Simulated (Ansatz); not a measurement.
Crystal: NiMoIrPdW.

```
Ni Mo Pd Ir W
1.0
     2.34460   -1.43138    0.00906
     2.34460    1.43138    0.00906
    -2.20600    0.00000   10.92374
Ni Mo Pd Ir W
1 1 1 1 1
Cartesian
  1.6857 0.0000 3.2343
  -0.5221 0.0000 9.9690
  0.0775 0.0000 5.3638
  3.2778 0.0000 1.1936
  1.6891 0.0000 7.5942
```

The cell was built by a generator and needn't be a form met in nature.

Below is the output of Ansatz 0.2.0 for this cell. Logs are shortened: lines on timing, memory, paths and dates and some standing lists are left out, and cuts for length are marked.

```text
Warning: RAYON_NUM_THREADS=8 ignored (pool sized by the plan → 8); use --threads N
Engine: ansatz 0.2.0, x86_64-unknown-linux-gnu
Pseudopotentials: kind: nc
Pseudopotential: Ni, nc, valence charge 18, recommended cutoff 1400 eV (normal), Ni.nc.azcp
Pseudopotential: Mo, nc, valence charge 14, recommended cutoff 1088.45545 eV (normal), Mo.nc.azcp
Pseudopotential: Pd, nc, valence charge 18, recommended cutoff 1115.666836 eV (normal), Pd.nc.azcp
Pseudopotential: Ir, nc, valence charge 17, recommended cutoff 925.187132 eV (normal), Ir.nc.azcp
Pseudopotential: W, nc, valence charge 14, recommended cutoff 1006.821291 eV (normal), W.nc.azcp (PseudoDojo's, or run here from an input of PseudoDojo's: the run reads no file of this project's for it)
Functional definition: PBE
  parameter kappa = 0.804
  parameter beta = 0.06672455060314922
  exchange = pbe_x(kappa = kappa, mu = beta*pi^2/3)
  correlation = pbe_c(beta = beta)
Crystal: 5 atoms, lattice volume = 73.378 Å³
Basis set: ecut = 1400 eV, 8747 PW (Γ), exchange–correlation on 72×72×288 points (8 copies of the dense FFT grid, shifted against one another)
Bands: 51, of which v1, the nominal top of the filled ones, is band 41 counted from 1 (40 counted from 0)
Symmetry: 2 space group operations
Space group: Cm (ITA 8), of the structure as read, at distance tolerance 4.2e-5 Å
Magnetic group: BNS 8.32 (UNI 39), of the structure as read, at distance tolerance 4.2e-5 Å
[... 50 lines left out ...]
E sigma→0 (E₀):  -15889.762131 eV
Entropy (-TS):   -0.036475 eV (-7.295 meV/atom)
Fermi energy:    20.987276 eV
--- Per-component energies (eV) ---
  E_band       = -668.747600
  E_kinetic    = 5553.772695
  E_local      = -11204.679001  (includes V_loc(G=0)·N_el)
  E_nonlocal   = -227.123723
  E_hartree    = 3669.832105
  E_xc         = -2968.918672
  E_vxc        = -2130.379928  (∫ρ·V_xc dr)
  E_ewald      = -10712.627297
  E_smearing   = -0.036475  (= −TS)
  E_closure    = -0.000000  (closes the sum)
  Σ components = -15889.780369   (vs F -15889.780369, Δ=0.00e0)
--- Forces (eV/Å), atoms counted from 1 ---
  atom   1  Ni    -0.01052577     0.00000000     0.00311578
  atom   2  Mo     0.01841891     0.00000000    -0.07907233
  atom   3  Pd     0.00156355     0.00000000    -0.03165658
  atom   4  Ir    -0.00083234     0.00000000     0.04342724
  atom   5  W     -0.00862406    -0.00000000     0.06419932
  max |Σ_I F_I| component: 1.34e-5 eV/Å
--- Stress (GPa, compression-positive) ---
       -0.074977       0.000000       0.104973
        0.000000      -0.477257       0.000000
        0.104973       0.000000       0.677500
  P = ⅓ Tr σ = 0.0418 GPa (0.418 kbar)
--- Band table (eV; the first three rows and the last of 204) ---
  k-point 0 ↑: bands = ["-81.7819", "-71.5692", "-63.7381", "-53.1021", "-42.2439", "-42.1274", "-42.0946", "-40.0664", "-29.6121", "-29.2467", "-29.2326", "-28.3573", "-28.1854", "-28.1177", "-17.4588", "-16.7594", "-16.6565", "-14.1853", "-13.5462", "-13.4515", "11.9471", "13.0505", "14.5380", "15.1558", "15.5634", "17.2444", "17.5054", "17.9446", "18.1269", "18.2664", "18.5131", "18.7671", "18.7953", "18.9588", "19.2254", "19.3397", "19.6840", "20.1022", "20.1118", "20.1845", "20.2248", "20.4281", "20.7668", "20.9854", "21.4697", "21.5910", "22.3251", "23.3488", "24.1308", "24.6877", "30.2382"]
  k-point 1 ↑: bands = ["-81.7819", "-71.5692", "-63.7381", "-53.1021", "-42.2439", "-42.1274", "-42.0946", "-40.0664", "-29.6121", "-29.2467", "-29.2326", "-28.3573", "-28.1854", "-28.1177", "-17.4588", "-16.7594", "-16.6565", "-14.1853", "-13.5462", "-13.4515", "12.0262", "12.8591", "14.6271", "15.1653", "15.6896", "17.2476", "17.5001", "18.0003", "18.1321", "18.2578", "18.4693", "18.8000", "18.8809", "18.9445", "19.0950", "19.3666", "19.5226", "19.5446", "19.9915", "20.1106", "20.4040", "20.4578", "20.9678", "21.3645", "21.5275", "21.6754", "22.2994", "23.3503", "24.1279", "24.6936", "29.5550"]
  k-point 2 ↑: bands = ["-81.7815", "-71.5669", "-63.7358", "-53.0950", "-42.2436", "-42.1293", "-42.0970", "-40.0530", "-29.6093", "-29.2652", "-29.2404", "-28.3528", "-28.2133", "-28.1339", "-17.4456", "-16.8326", "-16.6915", "-14.1730", "-13.6227", "-13.4870", "12.2417", "13.3470", "14.7533", "15.3988", "15.7248", "17.1738", "17.4522", "17.9216", "18.2119", "18.2669", "18.3582", "18.4645", "18.7506", "19.0675", "19.1744", "19.2790", "19.5759", "19.7657", "19.9591", "20.1119", "20.2860", "20.4029", "20.7226", "21.2797", "21.5521", "21.6961", "22.8723", "23.4886", "24.0681", "25.0418", "30.3888"]
  k-point 101 ↓: bands = ["-81.7764", "-71.5319", "-63.7009", "-52.9884", "-42.2405", "-42.1757", "-42.1118", "-39.8540", "-29.5685", "-29.5350", "-29.3454", "-28.6218", "-28.3489", "-28.2838", "-17.8151", "-17.2623", "-17.1299", "-14.6665", "-13.9898", "-13.9312", "14.6475", "15.1949", "15.5292", "15.7804", "15.8344", "16.2394", "17.1744", "17.5781", "17.7151", "17.9224", "18.1713", "18.7977", "19.4730", "19.6802", "19.9538", "20.1731", "20.5856", "20.9132", "21.1189", "21.4332", "21.6908", "22.5492", "22.8251", "23.3448", "24.3233", "24.5082", "24.9307", "26.0223", "26.9280", "27.7162", "28.5622"]
```

Task: What input gives this log?

Result: Single point with PBE, collinear spin, ferromagnetic start. The files as run (others can give the same):

input.yaml
```yaml
crystal:
  lattice:
    - [2.3446, -1.43138, 0.00906]
    - [2.3446, 1.43138, 0.00906]
    - [-2.206, 0.0, 10.92374]
  atoms:
    - { symbol: Ni, position: [0.49838, 0.49838, 0.29525], spin: 1.0 }
    - { symbol: Mo, position: [0.31773, 0.31773, 0.91207], spin: 1.0 }
    - { symbol: Pd, position: [0.24733, 0.24733, 0.49061] }
    - { symbol: Ir, position: [0.74982, 0.74982, 0.10802], spin: 0.6 }
    - { symbol: W, position: [0.68673, 0.68673, 0.69406] }
hamiltonian:
  xc: pbe
  pseudopotentials: { kind: nc }
magnetization:
  spin_polarized: true
kpoints:
  mp_grid: { grid: [11, 11, 3] }
scf:
  occupations: { method: fermi_dirac, width: 0.05 }
output:
  forces: true
  stress: true
  eigenvalues: true
```

Potentials or basis: Ansatz NC with PseudoDojo standard (PBE files).
Launch:
```bash
$ ansatz run input.yaml --threads 8 --pin off --max-ram 20480MiB --backend cpu --events-out ev --progress --plain --runs-dir out
```

Caveat: the starting moments weren't kept.
